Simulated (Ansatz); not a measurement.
# Ge2H8N2O: up Jacob's ladder to CCSD(T)

The task here is to estimate one member of a computed series from the others.

Program: Ansatz 0.2.0, Gaussian basis. Level of theory: functionals in def2-TZVPP, the program's frozen cores in correlated methods. These are calculated values, not measurements.

The runs, in order: PBE-D4, r2SCAN-D4, PBE0-D4, B3LYP-D4, ωB97X-V, ωB97M-V, B2PLYP; CCSD(T)/def2-TZVPP; MP2/def2-QZVPP; extrapolation to the limit.

## Structure used throughout

An earlier PBE0-D4 in a triple-zeta def2 set relaxation fixed the geometry.

SMILES `[NH2][GeH2][O][GeH2][NH2]`, 13 atoms, charge 0, spin multiplicity 1.

Atoms are counted from 1 here; the program's logs count them from 0.

Bond lengths: N1–Ge2 1.843 Å, N1–H6 1.010 Å, N1–H7 1.010 Å, Ge2–O3 1.768 Å, Ge2–H8 1.536 Å, Ge2–H9 1.539 Å, O3–Ge4 1.775 Å, Ge4–N5 1.831 Å, Ge4–H10 1.537 Å, Ge4–H11 1.542 Å, N5–H12 1.009 Å, N5–H13 1.010 Å. Angles: Ge2–N1–H6 114.2°, Ge2–N1–H7 115.4°, H6–N1–H7 109.0°, N1–Ge2–O3 107.0°, N1–Ge2–H8 107.9°, N1–Ge2–H9 112.7°, O3–Ge2–H8 111.3°, O3–Ge2–H9 104.6°, H8–Ge2–H9 113.2°, Ge2–O3–Ge4 122.4°, O3–Ge4–N5 107.8°, O3–Ge4–H10 107.2°, O3–Ge4–H11 107.1°, N5–Ge4–H10 108.1°, N5–Ge4–H11 114.0°, H10–Ge4–H11 112.4°, Ge4–N5–H12 115.8°, Ge4–N5–H13 114.2° and more.

The first run:

Input file in.yaml:

```yaml
crystal:
  periodic: [false, false, false]
  atoms:
    - {symbol: N, position_ang: [-1.546691, -0.713101, -0.611453]}
    - {symbol: Ge, position_ang: [0.138268, -1.358625, -0.985156]}
    - {symbol: O, position_ang: [1.245306, 0.018726, -0.928342]}
    - {symbol: Ge, position_ang: [1.035983, 1.359367, 0.215936]}
    - {symbol: N, position_ang: [0.194274, 0.699734, 1.702720]}
    - {symbol: H, position_ang: [-2.084425, -1.295536, 0.014663]}
    - {symbol: H, position_ang: [-2.112217, -0.488204, -1.417450]}
    - {symbol: H, position_ang: [0.492961, -2.402732, 0.084308]}
    - {symbol: H, position_ang: [0.262907, -1.896107, -2.421660]}
    - {symbol: H, position_ang: [2.440401, 1.826555, 0.629968]}
    - {symbol: H, position_ang: [0.242719, 2.460203, -0.516207]}
    - {symbol: H, position_ang: [0.504416, 1.076689, 2.585892]}
    - {symbol: H, position_ang: [-0.813902, 0.713022, 1.646792]}
basis:
  gaussian: {orbitals: def2-TZVPP}
hamiltonian: {xc: pbe, dispersion: d4}
output: {forces: true, orbitals: {seedname: orbitals}}
```

The run is started by

```bash
ansatz run in.yaml --threads 2 --pin off --events-out ev --progress --plain --max-ram 32768MiB --backend cuda --devices 0, --max-vram 18GiB
```

Among the steps run: PBE-D4 (GGA); r2SCAN-D4 (meta-GGA); PBE0-D4 (hybrid); B3LYP-D4 (hybrid); ωB97X-V (range-separated); ωB97M-V (range-separated); B2PLYP (double hybrid); CCSD(T) in def2-TZVPP; MP2 in def2-QZVPP.

One table of the session follows, with a row left open; its other results are not shown here.

```
            method  atomisation energy (kcal/mol)
            PBE-D4                          992.3
         r2SCAN-D4                          980.9
           PBE0-D4                          972.6
          B3LYP-D4                          982.7
           ωB97X-V                          993.9
           ωB97M-V                          984.1
            B2PLYP                          973.0
     HF/def2-TZVPP                          662.4
    MP2/def2-TZVPP                          972.4
   CCSD/def2-TZVPP                              ?
CCSD(T)/def2-TZVPP                          964.9
           MP2/CBS                          999.3
       CCSD(T)/CBS                          991.9
```

**Question.** Estimate the row for CCSD/def2-TZVPP.

**Answer.** atomisation energy (kcal/mol): 949.0. In the column «atomisation energy (kcal/mol)» it lies between HF/def2-TZVPP (662.4) and CCSD(T)/def2-TZVPP (964.9).
